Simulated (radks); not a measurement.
**C in [He] 2s2 2p2: an all-electron calculation**

One table from this session's results is given with a row withheld; the runs are named, their logs left out.

The numbers are computed with radks (a radial shooting solver on a logarithmic mesh, Libxc functionals) version 1 (scalar-relativistic Kohn-Sham, exchange-only LDA, spin-polarised, spherical densities, point nucleus; open shells are filled with parallel spins first), except any that are marked as measured or tabulated.

## What is computed

```
element       : carbon (Z = 6)
charge        : 0
electrons     : 6
configuration : [He] 2s2 2p2
```

The outer shells:

C
```
[He] core
2s [↑↓]
2p [↑ ][↑ ][  ]
```

Set-up of the first run:

Settings of this run:

```text
Z 6
configuration [He] 2s2 2p2
relativity scalar-relativistic
functional lda,
spin polarised
nucleus point
c 137.035999084
```

One table of the session follows, with a row left open; its other results are not shown here.

It belongs to the step «Orbitals and density». From the orbitals of this run (lengths in bohr):

| level | <r> | outermost maximum (interpolated) | 90 % within |
| --- | --- | --- | --- |
| 1s up | 0.2734 | 0.175 | 0.491 |
| 1s down | 0.2722 | 0.175 | 0.489 |
| 2s up | 1.573 | 1.21 | 2.52 |
| 2s down | ? | ? | ? |
| 2p up | 1.767 | 1.18 | 3.07 |
| 2p down | 2.091 | 1.26 | 3.77 |

Estimate the missing values for 2s down.

As computed: <r>: 1.648; outermost maximum (interpolated): 1.24; 90 % within: 2.67. In the column «<r>» it lies between 2s up (1.573) and 2p up (1.767).

Limits of these values: Open shells are spherical and high-spin; term and fine-structure splittings are not resolved.
